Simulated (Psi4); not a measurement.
# UHF/cc-pwCVQZ (density fitting, sweep point 8) run of AlHBr (SMILES [AlH][Br])

Aim: the energy change on altering one bond length of AlHBr at UHF/cc-pwCVQZ (density fitting, sweep point 8), from 2 runs. 

The calculation is run with Psi4 1.11.

## (1) Starting point

AlHBr: 3 atoms, total charge 0, spin state doublet. SMILES: `[AlH][Br]`. The coordinates come from a PBE0-D4/def2-TZVP relaxation.

Bond lengths: Al1–Br2 2.275 Å, Al1–H3 1.602 Å. Angles: Br2–Al1–H3 115.7°.

## (2) A single-point energy at UHF/cc-pwCVQZ (density fitting, sweep point 8)

The input, calc.dat:

```
memory 1600 mb

molecule {
  0 2
  Al    -0.296700    -0.628000    -0.239100
  Br     1.584500     0.008600     0.871100
  H     -1.298900     0.554600    -0.645300
  symmetry c1
}

set basis cc-pwCVQZ
set reference uhf
set puream true
set scf_type df
set maxiter 150

E, wfn = energy('scf', return_wfn=True)
```

Command:

```sh
psi4 -i calc.dat -o calc.out -n 1
```

calc.out:

```text
[...]
  Running in c1 symmetry.
[...]
  Nuclear repulsion =  115.724118745442127
[...]
  Multiplicity = 2
[...]
  Nalpha       = 25
  Nbeta        = 24
[...]
    Number of basis functions: 284
[...]
   @DF-UHF iter   1: -2814.66938985149091   -1.93959e+00   7.39077e-03 ADIIS/DIIS
[...]
   @DF-UHF iter   8: -2815.01451517813575   -7.06576e-07   8.85792e-07 DIIS
[...]
   @S^2 Observed:                7.568958567E-01
[...]
    Orbital Energies [Eh]
    ---------------------
    Alpha Occupied:
       1A   -490.008623     2A    -65.149443     3A    -58.529413
       4A    -58.504477     5A    -58.503826     6A    -58.503779
       7A     -9.822802     8A     -7.432136     9A     -7.429365
      10A     -7.429135    11A     -4.940573    12A     -3.255486
      13A     -3.251347    14A     -3.249864    15A     -3.173694
      16A     -3.172764    17A     -3.172166    18A     -3.169648
      19A     -3.169617    20A     -0.999262    21A     -0.568242
      22A     -0.471933    23A     -0.427958    24A     -0.426273
      25A     -0.321030
    Alpha Virtual:
[...]
  @DF-UHF Final Energy: -2815.01451517813575
   => Energetics <=
    Nuclear Repulsion Energy =            115.7241187454421265
    One-Electron Energy =               -4151.7550409338928148
    Two-Electron Energy =                1221.0164070103151062
    Total Energy =                      -2815.0145151781357526
  UHF NO Occupations:
  HONO-2 :   23  A 1.9995180
  HONO-1 :   24  A 1.9972192
[...]
 Multipole Moments:
 ------------------------------------------------------------------------------------
     Multipole            Electronic (a.u.)      Nuclear  (a.u.)        Total (a.u.)
 ------------------------------------------------------------------------------------
 L = 1.  Multiply by 2.5417464519 to convert [e a0] to [Debye]
 Dipole X            :          5.3177126           -5.9249837           -0.6072711
 Dipole Y            :         -0.1497998           -0.2078543           -0.3576541
 Dipole Z            :          0.0000000           -0.0000000            0.0000000
 Magnitude           :                                                    0.7047657
[...]
```

It took 11 s on 1 thread of Intel Xeon Platinum 8488C (Sapphire Rapids), shared host; peak memory 0.89 GiB.

## (3) The distorted shape, same level

The input, albrh.in:

```
memory 1.6 GB

molecule geom {
  0 2
  Al     0.505081    -1.574105     0.085869
  Br     2.386281    -0.937505     1.196069
  H     -1.298900     0.554600    -0.645300
  symmetry c1
}

set {
  reference uhf
  puream true
  scf_type df
  maxiter 150
}

energy('hf/cc-pwCVQZ')
print_variables()
```

Command:

```sh
psi4 albrh.in albrh.out -n 1
```

albrh.out:

```text
[...]
  Running in c1 symmetry.
[...]
  Nuclear repulsion =  112.436332723666169
[...]
  Multiplicity = 2
[...]
  Nalpha       = 25
  Nbeta        = 24
[...]
    Number of basis functions: 284
[...]
   @DF-UHF iter   1: -2814.55789738906469   -1.97816e+00   7.39465e-03 ADIIS/DIIS
[...]
   @DF-UHF iter  13: -2814.95734114252900   -9.38986e-07   4.43564e-07 DIIS
[...]
   @S^2 Observed:                8.829361016E-01
[...]
    Orbital Energies [Eh]
    ---------------------
    Alpha Occupied:
       1A   -490.005357     2A    -65.146465     3A    -58.524575
       4A    -58.501146     5A    -58.500891     6A    -58.500769
       7A     -9.819803     8A     -7.428181     9A     -7.426664
      10A     -7.426523    11A     -4.933702    12A     -3.244315
      13A     -3.242316    14A     -3.240575    15A     -3.169921
      16A     -3.169169    17A     -3.169061    18A     -3.167558
      19A     -3.167556    20A     -0.995715    21A     -0.526341
      22A     -0.500939    23A     -0.424756    24A     -0.424594
      25A     -0.329303
    Alpha Virtual:
[...]
  @DF-UHF Final Energy: -2814.95734114252900
   => Energetics <=
    Nuclear Repulsion Energy =            112.4363327236661689
    One-Electron Energy =               -4145.3287645134241757
    Two-Electron Energy =                1217.9350906472291172
    Total Energy =                      -2814.9573411425290033
  UHF NO Occupations:
  HONO-2 :   23  A 1.9998542
  HONO-1 :   24  A 1.9314413
[...]
 Multipole Moments:
 ------------------------------------------------------------------------------------
     Multipole            Electronic (a.u.)      Nuclear  (a.u.)        Total (a.u.)
 ------------------------------------------------------------------------------------
 L = 1.  Multiply by 2.5417464519 to convert [e a0] to [Debye]
 Dipole X            :          6.2551430           -6.7986526           -0.5435096
 Dipole Y            :         -0.9801289            0.7596197           -0.2205093
 Dipole Z            :          0.0000000            0.0000000            0.0000000
 Magnitude           :                                                    0.5865382
[...]
```

It took 12 s on 1 thread of Intel Xeon Platinum 8488C (Sapphire Rapids), shared host; peak memory 0.89 GiB.

## (4) Results

At UHF/cc-pwCVQZ (density fitting, sweep point 8):

| quantity | value |
| --- | --- |
| first shape: total energy | -2815.01452 Eh |
| first shape: dipole moment | 1.79 D |
| first shape: HOMO energy (highest over α and β) | -8.74 eV |
| first shape: LUMO energy (lowest over α and β) | 0.38 eV |
| first shape: ⟨S²⟩ | 0.757 |
| distorted shape: total energy | -2814.95734 Eh |
| distorted shape: dipole moment | 1.49 D |
| distorted shape: HOMO energy (highest over α and β) | -8.96 eV |
| distorted shape: LUMO energy (lowest over α and β) | 0.19 eV |
| distorted shape: ⟨S²⟩ | 0.883 |
| energy change with the Al1–H3 bond stretched from 1.602 to 2.885 Å | 1.556 eV |

**Reading.** With the Al1–H3 bond stretched from 1.602 to 2.885 Å the energy rises by 1.56 eV (150 kJ/mol). The first shape isn't relaxed at this level, so the change isn't measured from a minimum. ⟨S²⟩ (distorted shape) is 0.88 where a pure doublet has 0.75: the reference is spin-contaminated.
